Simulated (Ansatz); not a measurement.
# CH₇ClO₃Si₂: a ladder of functionals and wavefunction methods

The task here is to estimate one member of a computed series from the others.

Computed with Ansatz 0.2.0, Gaussian basis. Level: functionals in def2-TZVPP, the program's frozen cores in correlated methods.

Levels to be run: PBE-D4, r2SCAN-D4, PBE0-D4, B3LYP-D4, ωB97X-V, ωB97M-V, B2PLYP; CCSD(T)/def2-TZVPP; MP2/def2-QZVPP; extrapolation to the limit.

## Structure used throughout

The geometry comes from an earlier relaxation with PBE0-D4 in a triple-zeta def2 set; it is a stationary point, not always the lowest conformer.

SMILES `C[Si@@H](O)O[Si@H](O)Cl`, 14 atoms, charge 0, spin multiplicity 1.

Atoms are counted from 1 here; the program's logs count them from 0.

Bond lengths: C1–Si2 1.844 Å, C1–H8 1.092 Å, C1–H9 1.093 Å, C1–H10 1.092 Å, Si2–O3 1.654 Å, Si2–O4 1.648 Å, Si2–H11 1.483 Å, O3–H12 0.959 Å, O4–Si5 1.624 Å, Si5–O6 1.626 Å, Si5–Cl7 2.063 Å, Si5–H13 1.466 Å, O6–H14 0.962 Å. Angles: Si2–C1–H8 110.6°, Si2–C1–H9 110.4°, Si2–C1–H10 110.9°, H8–C1–H9 108.1°, H8–C1–H10 108.4°, H9–C1–H10 108.3°, C1–Si2–O3 107.8°, C1–Si2–O4 109.6°, C1–Si2–H11 113.4°, O3–Si2–O4 108.3°, O3–Si2–H11 109.9°, O4–Si2–H11 107.7°, Si2–O3–H12 116.8°, Si2–O4–Si5 131.1°, O4–Si5–O6 112.4°, O4–Si5–Cl7 107.2°, O4–Si5–H13 110.6°, O6–Si5–Cl7 109.6° and more.

Coordinates:

```
C     0.07052    1.33288   -1.82519
Si    0.74075    0.00884   -0.73137
O     1.34659    0.73232    0.62679
O    -0.47783   -1.00349   -0.27753
Si   -1.08896   -1.34770    1.18679
O    -1.45240   -0.01030    2.03690
Cl    0.33268   -2.44773    2.19983
H    -0.42345    0.89738   -2.69679
H    -0.66268    1.93751   -1.28553
H     0.86924    1.99124   -2.17394
H     1.79296   -0.81359   -1.37705
H     2.00543    0.24119    1.12163
H    -2.30876   -2.15152    1.06019
H    -0.74411    0.63299    2.13531
```

The first run:

Input file in.yaml:

```yaml
crystal:
  periodic: [false, false, false]
  atoms:
    - {symbol: C, position_ang: [0.070517, 1.332878, -1.825194]}
    - {symbol: Si, position_ang: [0.740750, 0.008844, -0.731367]}
    - {symbol: O, position_ang: [1.346592, 0.732319, 0.626792]}
    - {symbol: O, position_ang: [-0.477829, -1.003493, -0.277533]}
    - {symbol: Si, position_ang: [-1.088957, -1.347705, 1.186787]}
    - {symbol: O, position_ang: [-1.452404, -0.010305, 2.036902]}
    - {symbol: Cl, position_ang: [0.332676, -2.447728, 2.199826]}
    - {symbol: H, position_ang: [-0.423446, 0.897381, -2.696794]}
    - {symbol: H, position_ang: [-0.662684, 1.937507, -1.285528]}
    - {symbol: H, position_ang: [0.869241, 1.991243, -2.173943]}
    - {symbol: H, position_ang: [1.792959, -0.813594, -1.377045]}
    - {symbol: H, position_ang: [2.005432, 0.241186, 1.121625]}
    - {symbol: H, position_ang: [-2.308758, -2.151517, 1.060186]}
    - {symbol: H, position_ang: [-0.744110, 0.632995, 2.135306]}
basis:
  gaussian: {orbitals: def2-TZVPP}
hamiltonian: {xc: pbe, dispersion: d4}
output: {forces: true, orbitals: {seedname: orbitals}}
```

Command:

```console
$ ansatz run in.yaml --threads 2 --pin off --events-out ev --progress --plain --max-ram 32768MiB --backend cuda --devices 0, --max-vram 18GiB
```

Steps of the session up to this table: PBE-D4 (GGA); r2SCAN-D4 (meta-GGA); PBE0-D4 (hybrid); B3LYP-D4 (hybrid); ωB97X-V (range-separated); ωB97M-V (range-separated); B2PLYP (double hybrid); CCSD(T) in def2-TZVPP; MP2 in def2-QZVPP.

One table of the session follows, with a row left open; its other results are not shown here.

| method | atomisation energy (kJ/mol) |
| --- | --- |
| PBE-D4 | 5529.9 |
| r2SCAN-D4 | 5509.2 |
| PBE0-D4 | 5442.6 |
| B3LYP-D4 | ? |
| ωB97X-V | 5512.6 |
| ωB97M-V | 5519.3 |
| B2PLYP | 5423.7 |
| HF/def2-TZVPP | 4037.2 |
| MP2/def2-TZVPP | 5490.7 |
| CCSD/def2-TZVPP | 5281.3 |
| CCSD(T)/def2-TZVPP | 5359.1 |
| MP2/CBS | 5655.9 |
| CCSD(T)/CBS | 5524.4 |

Estimate the missing values for B3LYP-D4.

As computed: atomisation energy (kJ/mol): 5462.7. In the column «atomisation energy (kJ/mol)» it lies between PBE0-D4 (5442.6) and MP2/def2-TZVPP (5490.7).

To keep in mind: Free atoms (1 C, 2 Si, 3 O, 1 Cl, 7 H) were run apart at each level; the atomisation energy is their sum less the molecule, without zero-point or spin-orbit terms.
